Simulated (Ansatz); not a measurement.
# CH₅ClGeO₂: a ladder of functionals and wavefunction methods

One table from this session's results is given with a row withheld; the runs are named, their logs left out.

The runs use Ansatz 0.2.0, Gaussian basis; functionals in def2-TZVPP, the program's frozen cores in correlated methods.

The runs, in order: LDA (SPW92), PBE-D4, revPBE-D4, BLYP-D4, r2SCAN-D4, B97M-V, PBE0-D4, B3LYP-D4, r2SCANh-D4, r2SCAN0-D4, HSE06-D4, BHLYP-D4, CAM-B3LYP-D4, LC-ωPBE, ωB97X-V, ωB97M-V, B2PLYP, PBE-QIDH; CCSD(T)/def2-SVP; CCSD(T)/def2-TZVPP; MP2/def2-QZVPP; extrapolation to the limit; RPA on PBE.

### The relaxed structure

All runs share one geometry, relaxed beforehand with PBE0-D4 in a triple-zeta def2 set.

10 atoms, charge 0, spin multiplicity 1.

Atoms are counted from 1 here; the program's logs count them from 0.

Bond lengths: C1–O2 1.413 Å, C1–H6 1.097 Å, C1–H7 1.091 Å, C1–H8 1.095 Å, O2–Ge3 1.758 Å, Ge3–O4 1.750 Å, Ge3–Cl5 2.153 Å, Ge3–H9 1.526 Å, O4–H10 0.961 Å. Angles: O2–C1–H6 111.8°, O2–C1–H7 107.5°, O2–C1–H8 111.8°, H6–C1–H7 108.3°, H6–C1–H8 108.7°, H7–C1–H8 108.6°, C1–O2–Ge3 121.0°, O2–Ge3–O4 106.3°, O2–Ge3–Cl5 107.2°, O2–Ge3–H9 114.8°, O4–Ge3–Cl5 110.7°, O4–Ge3–H9 108.7°, Cl5–Ge3–H9 109.1°, Ge3–O4–H10 112.6°.

The first run:

in.yaml reads:

```yaml
crystal:
  periodic: [false, false, false]
  atoms:
    - {symbol: C, position_ang: [-1.049121, -1.233818, -0.362739]}
    - {symbol: O, position_ang: [0.258450, -0.776817, -0.083684]}
    - {symbol: Ge, position_ang: [0.540274, 0.847820, 0.524862]}
    - {symbol: O, position_ang: [2.271610, 1.097157, 0.475404]}
    - {symbol: Cl, position_ang: [-0.464643, 2.208724, -0.807194]}
    - {symbol: H, position_ang: [-1.666472, -1.281747, 0.542296]}
    - {symbol: H, position_ang: [-0.963650, -2.241701, -0.772614]}
    - {symbol: H, position_ang: [-1.553447, -0.598762, -1.098423]}
    - {symbol: H, position_ang: [0.051372, 1.092172, 1.949958]}
    - {symbol: H, position_ang: [2.658728, 0.835874, -0.364865]}
basis:
  gaussian: {orbitals: def2-TZVPP}
hamiltonian: {xc: lda}
output: {orbitals: {seedname: orbitals}}
```

The run is started by

```sh
$ ansatz run in.yaml --threads 4 --pin off --events-out ev --progress --plain --max-ram 10444MiB
```

Steps of the session up to this table: LDA; PBE-D4 (GGA); revPBE-D4 (GGA); BLYP-D4 (GGA); r2SCAN-D4 (meta-GGA); B97M-V (meta-GGA); B3LYP-D4 (hybrid); r2SCANh-D4 (hybrid); r2SCAN0-D4 (hybrid); HSE06-D4 (hybrid); BHLYP-D4 (hybrid); CAM-B3LYP-D4 (range-separated); LC-ωPBE (range-separated); ωB97X-V (range-separated); ωB97M-V (range-separated); B2PLYP (double hybrid); PBE-QIDH (double hybrid).

One table of the session follows, with a row left open; its other results are not shown here.

```
  functional  HOMO (eV)  gap (eV)
 LDA (SPW92)      -6.96      5.64
      PBE-D4      -6.82      5.76
   revPBE-D4      -6.76      5.82
     BLYP-D4      -6.73      5.69
   r2SCAN-D4      -7.18      6.49
      B97M-V      -7.31      6.56
     PBE0-D4      -8.43      8.42
    B3LYP-D4      -8.19      7.81
  r2SCANh-D4      -7.78      7.46
  r2SCAN0-D4      -8.69      8.91
    HSE06-D4      -8.02      7.64
    BHLYP-D4      -9.99     10.95
CAM-B3LYP-D4      -9.90     10.87
     LC-ωPBE          ?         ?
     ωB97X-V     -10.92     13.08
     ωB97M-V     -10.83     12.72
```

Q: Estimate the row for LC-ωPBE from the others.

**Answer.** HOMO (eV): -11.24; gap (eV): 13.56. In the column «HOMO (eV)» it is the lowest.
